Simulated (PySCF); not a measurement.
# C₃H₇FOSi: electronic excitations at several levels of theory, part 2 of 2

PySCF 2.14.0. Atoms count from 0. The steps go on from the part before.

## 9. Ultraviolet spectrum: wB97X-D/def2-SVPD

Job settings and geometry (Å):

```
{"job": {"kind": "uv", "xc": "wB97X-D", "basis": "def2-SVPD", "ip": true}, "charge": 0, "multiplicity": 1}
C      2.187703    -0.020243     0.104772
C      1.110114    -0.915208    -0.371940
F      1.520584    -2.141818    -0.730031
C     -0.191208    -0.633495    -0.486880
O     -0.686392     0.594992    -0.186292
Si    -2.268505     0.892563     0.280279
H      1.772348     0.961032     0.364734
H      2.956011     0.109799    -0.674573
H      2.685908    -0.447722     0.990223
H     -0.882299    -1.396846    -0.864750
H     -2.534025     0.357967     1.649590
H     -3.206261     0.239665    -0.683519
H     -2.423509     2.369547     0.255323
```

Method: TDDFT wB97X-D/def2-SVPD, vertical, gas phase, core orbitals frozen in the response.

The program printed:

```text
coarse grid: 11400 points
cycle   1  E = -582.5191464708  dE =  6.680e-01  |g| = 6.921e-01  |ddm| = 4.818e+00
cycle   2  E = -582.4935104387  dE =  2.564e-02  |g| = 8.245e-01  |ddm| = 1.595e+00
cycle   3  E = -582.6111019920  dE = -1.176e-01  |g| = 6.586e-02  |ddm| = 7.986e-01
cycle   4  E = -582.6119023669  dE = -8.004e-04  |g| = 3.336e-02  |ddm| = 1.507e-01
cycle   5  E = -582.6121105248  dE = -2.082e-04  |g| = 1.001e-02  |ddm| = 5.216e-02
cycle   6  E = -582.6121301835  dE = -1.966e-05  |g| = 1.761e-03  |ddm| = 2.089e-02
cycle   7  E = -582.6121309915  dE = -8.080e-07  |g| = 5.144e-04  |ddm| = 5.288e-03
final grid: 105968 points
cycle   8  E = -582.6968301630  dE = -8.685e-05  |g| = 6.066e-03  |ddm| = 1.394e-01
cycle   9  E = -582.6968305873  dE = -4.244e-07  |g| = 6.716e-03  |ddm| = 2.009e-02
cycle  10  E = -582.6968374882  dE = -6.901e-06  |g| = 5.162e-04  |ddm| = 5.127e-03
cycle  11  E = -582.6968375601  dE = -7.185e-08  |g| = 3.327e-04  |ddm| = 2.122e-03
cycle  12  E = -582.6968375870  dE = -2.693e-08  |g| = 9.765e-05  |ddm| = 6.856e-04
cycle  13  E = -582.6968375893  dE = -2.285e-09  |g| = 2.588e-05  |ddm| = 1.983e-04
cycle  14  E = -582.6968375896  dE = -3.049e-10  |g| = 9.370e-06  |ddm| = 9.425e-05
converged SCF energy = -582.6968375896

Static polarisability (au): isotropic 70.495, principal 55.956 64.302 91.226

Singlet excitations
state   eV       nm        f      main configurations
  1   5.8832    210.7   0.00170   H->L 0.92
  2   6.6121    187.5   0.38732   H->L+2 0.78, H->L+1 0.18
  3   6.8117    182.0   0.01200   H->L+3 0.39, H->L+1 0.34, H->L+2 0.09
  4   7.3293    169.2   0.04751   H->L+4 0.38, H->L+3 0.19, H->L+5 0.18
  5   7.4448    166.5   0.03662   H->L+1 0.32, H->L+3 0.24, H->L+4 0.22
  6   7.7051    160.9   0.01784   H->L+5 0.53, H->L+4 0.35
  7   7.8807    157.3   0.00709   H-1->L 0.26, H->L+6 0.23, H->L+7 0.22
  8   8.0934    153.2   0.01600   H->L+6 0.49, H-1->L 0.28
  9   8.1152    152.8   0.06223   H->L+7 0.37, H-1->L 0.34
 10   8.4330    147.0   0.00251   H-2->L 0.64

Triplet excitations (Tamm-Dancoff, eV): 4.1608 5.7617 6.7044 7.1631
Vertical ionisation energy (delta-SCF) = 8.6411 eV
```

Run time: 42 s. Hardware: 1 thread of Arm Neoverse V1, shared host; peak memory 0.86 GiB.

In short: HOMO -8.35 eV, LUMO 1.68 eV; lowest singlet 5.88 eV.

## 10. Excited states and response: LC-wPBE/def2-SVPD

Settings changed since step 9:

```diff
@@ -1,2 +1,2 @@
-{"job": {"kind": "uv", "xc": "wB97X-D", "basis": "def2-SVPD", "ip": true}, "charge": 0, "multiplicity": 1}
+{"job": {"kind": "uv", "xc": "LC-wPBE", "basis": "def2-SVPD", "ip": true}, "charge": 0, "multiplicity": 1}
 C      2.187703    -0.020243     0.104772
```

With the program's defaults for keys left out, this is: TDDFT LC-wPBE/def2-SVPD, vertical, gas phase, core orbitals frozen in the response.

The program printed:

```text
coarse grid: 11400 points
cycle   1  E = -582.3249101328  dE =  7.305e-01  |g| = 6.997e-01  |ddm| = 4.769e+00
cycle   2  E = -582.3289055978  dE = -3.995e-03  |g| = 7.475e-01  |ddm| = 1.495e+00
cycle   3  E = -582.4234398843  dE = -9.453e-02  |g| = 6.423e-02  |ddm| = 7.327e-01
cycle   4  E = -582.4243749232  dE = -9.350e-04  |g| = 2.464e-02  |ddm| = 1.521e-01
cycle   5  E = -582.4244799482  dE = -1.050e-04  |g| = 1.198e-02  |ddm| = 5.249e-02
cycle   6  E = -582.4245110085  dE = -3.106e-05  |g| = 1.457e-03  |ddm| = 1.825e-02
cycle   7  E = -582.4245116662  dE = -6.577e-07  |g| = 5.835e-04  |ddm| = 5.700e-03
final grid: 105968 points
cycle   8  E = -582.5302883375  dE = -2.564e-05  |g| = 9.196e-03  |ddm| = 6.452e-02
cycle   9  E = -582.5302862037  dE =  2.134e-06  |g| = 1.021e-02  |ddm| = 1.595e-02
cycle  10  E = -582.5303014721  dE = -1.527e-05  |g| = 3.189e-04  |ddm| = 7.007e-03
cycle  11  E = -582.5303015006  dE = -2.852e-08  |g| = 1.508e-04  |ddm| = 9.783e-04
cycle  12  E = -582.5303015071  dE = -6.512e-09  |g| = 3.593e-05  |ddm| = 3.853e-04
cycle  13  E = -582.5303015075  dE = -3.788e-10  |g| = 2.048e-05  |ddm| = 8.447e-05
converged SCF energy = -582.5303015075

Static polarisability (au): isotropic 69.138, principal 54.754 63.014 89.645

Singlet excitations
state   eV       nm        f      main configurations
  1   6.4215    193.1   0.00843   H->L 0.85
  2   6.8158    181.9   0.45782   H->L+2 0.84
  3   7.2047    172.1   0.00965   H->L+3 0.39, H->L+1 0.25
  4   7.8106    158.7   0.01871   H->L+4 0.43, H->L+5 0.26, H->L+7 0.09
  5   8.0421    154.2   0.02017   H->L+1 0.47, H->L+3 0.13
  6   8.2258    150.7   0.01462   H-1->L 0.36, H->L+3 0.18, H->L+6 0.08
  7   8.3212    149.0   0.02989   H->L+5 0.48, H->L+4 0.35
  8   8.4682    146.4   0.02745   H-1->L 0.31, H-2->L 0.20, H->L+7 0.08
  9   8.5801    144.5   0.03138   H->L+6 0.38, H-1->L+2 0.20, H->L+7 0.18
 10   8.6706    143.0   0.00261   H-1->L+2 0.37, H-3->L+2 0.14, H->L+6 0.13

Triplet excitations (Tamm-Dancoff, eV): 3.9270 6.1808 6.9263 7.5686
Vertical ionisation energy (delta-SCF) = 8.7478 eV
```

Wall time 60 s (1 thread of Arm Neoverse V1, shared host); peak memory 0.83 GiB.

Key values: HOMO -9.16 eV, LUMO 2.00 eV; lowest singlet 6.42 eV.

## 11. TDDFT and polarisability: PBE0/6-31G*

Settings changed since step 10:

```diff
@@ -1,2 +1,2 @@
-{"job": {"kind": "uv", "xc": "LC-wPBE", "basis": "def2-SVPD", "ip": true}, "charge": 0, "multiplicity": 1}
+{"job": {"kind": "uv", "xc": "PBE0", "basis": "6-31G*"}, "charge": 0, "multiplicity": 1}
 C      2.187703    -0.020243     0.104772
```

Level: TDDFT PBE0/6-31G*, vertical, gas phase, core orbitals frozen in the response.

The program printed:

```text
coarse grid: 11400 points
cycle   1  E = -582.5676526544  dE =  6.316e-01  |g| = 6.938e-01  |ddm| = 3.265e+00
cycle   2  E = -582.4509311041  dE =  1.167e-01  |g| = 1.052e+00  |ddm| = 1.381e+00
cycle   3  E = -582.6536456915  dE = -2.027e-01  |g| = 1.298e-01  |ddm| = 9.398e-01
cycle   4  E = -582.6568564519  dE = -3.211e-03  |g| = 5.072e-02  |ddm| = 1.657e-01
cycle   5  E = -582.6573541835  dE = -4.977e-04  |g| = 1.585e-02  |ddm| = 5.499e-02
cycle   6  E = -582.6574133684  dE = -5.918e-05  |g| = 3.331e-03  |ddm| = 1.579e-02
cycle   7  E = -582.6574157632  dE = -2.395e-06  |g| = 8.039e-04  |ddm| = 2.860e-03
final grid: 105968 points
cycle   8  E = -582.6123080099  dE = -1.416e-05  |g| = 7.862e-03  |ddm| = 1.620e-02
cycle   9  E = -582.6122955292  dE =  1.248e-05  |g| = 1.145e-02  |ddm| = 1.437e-02
cycle  10  E = -582.6123206256  dE = -2.510e-05  |g| = 1.082e-03  |ddm| = 8.655e-03
cycle  11  E = -582.6123208866  dE = -2.610e-07  |g| = 2.374e-04  |ddm| = 1.060e-03
cycle  12  E = -582.6123208971  dE = -1.052e-08  |g| = 1.033e-04  |ddm| = 3.140e-04
cycle  13  E = -582.6123208994  dE = -2.272e-09  |g| = 1.336e-05  |ddm| = 1.001e-04
cycle  14  E = -582.6123208995  dE = -3.752e-11  |g| = 5.649e-06  |ddm| = 1.653e-05
converged SCF energy = -582.6123208995

Static polarisability (au): isotropic 57.142, principal 41.199 51.934 78.294

Singlet excitations
state   eV       nm        f      main configurations
  1   5.2593    235.7   0.00138   H->L 0.99
  2   6.7884    182.6   0.27832   H->L+1 0.74, H->L+2 0.19
  3   7.3026    169.8   0.16894   H->L+2 0.72, H->L+3 0.16, H->L+1 0.10
  4   7.5882    163.4   0.11791   H->L+3 0.72, H->L+1 0.11
  5   7.8833    157.3   0.00587   H-1->L 0.90
  6   8.0144    154.7   0.02271   H->L+4 0.43, H->L+6 0.42
  7   8.4276    147.1   0.00406   H-2->L 0.89
  8   8.5200    145.5   0.00722   H-1->L+1 0.80
  9   8.5311    145.3   0.00687   H->L+6 0.52, H->L+4 0.44
 10   8.6393    143.5   0.00225   H->L+5 0.91

Triplet excitations (Tamm-Dancoff, eV): 4.1412 5.0766 6.9647 7.1949
```

It took 11 s on 1 thread of Arm Neoverse V1, shared host; peak memory 0.56 GiB.

In short: HOMO -6.10 eV, LUMO 0.37 eV; lowest singlet 5.26 eV.

## 12. Comparing the runs: electronic excitations

Excitations and ground-state properties, with basis size and wall time:

```
                run  lowest singlet (eV)  brightest (eV)      f  gap (eV)  α (Å³)  μ (D)  functions  time
       HF/def2-SVPD                 6.91            7.24  0.533     11.59    9.75   1.66        186  13 s
      LDA/def2-SVPD                 4.35            6.49  0.150      4.30   11.19   1.46        186  35 s
      PBE/def2-SVPD                 4.42            6.43  0.117      4.38   11.02   1.41        186  49 s
    B3LYP/def2-SVPD                 5.11            6.14  0.192      6.02   10.61   1.51        186  48 s
     PBE0/def2-SVPD                 5.27            6.30  0.219      6.44   10.52   1.51        186  47 s
BHandHLYP/def2-SVPD                 5.94            6.74  0.305      8.33   10.17   1.61        186  41 s
CAM-B3LYP/def2-SVPD                 5.75            6.54  0.325      8.70   10.45   1.55        186  44 s
  wB97X-D/def2-SVPD                 5.88            6.61  0.387     10.03   10.45   1.53        186  42 s
  LC-wPBE/def2-SVPD                 6.42            6.82  0.458     11.16   10.25   1.52        186  60 s
        PBE0/6-31G*                 5.26            6.79  0.278      6.47    8.47   1.30        102  11 s
```

## 13. Summary of results

This closing draws on all 2 parts.

```
                                quantity                        value
           lowest singlet (HF/def2-SVPD)  6.91 eV (179 nm), f = 0.025
brightest single state of those computed  state 2, 7.24 eV, f = 0.533
                          lowest triplet                      3.61 eV
       vertical ionisation energy (ΔSCF)                      7.81 eV
             range of the lowest singlet              4.35 to 6.91 eV
```

In words: Single values in the summary come from the first run of each kind that ended normally (HF/def2-SVPD), which need not be the best level. The lowest singlet, at 6.91 eV, is HOMO→LUMO+1 0.54, HOMO→LUMO 0.26 and is weak; of the 10 states computed, the strongest absorption comes from state 2 at 7.24 eV. The lowest triplet lies 3.30 eV below the lowest singlet (triplets in Tamm-Dancoff, singlets in full TDDFT). At HF/def2-SVPD, the highest states lie near or above the ionisation energy, where they hang on the basis. ΔSCF puts the ionisation energy at 7.81 eV, 1.44 eV below −ε(HOMO). The lowest singlet runs from 4.35 eV (LDA/def2-SVPD) to 6.91 eV (HF/def2-SVPD), while the orbital gap spans 4.30 to 11.59 eV. The lowest state need not be the same one in every run.
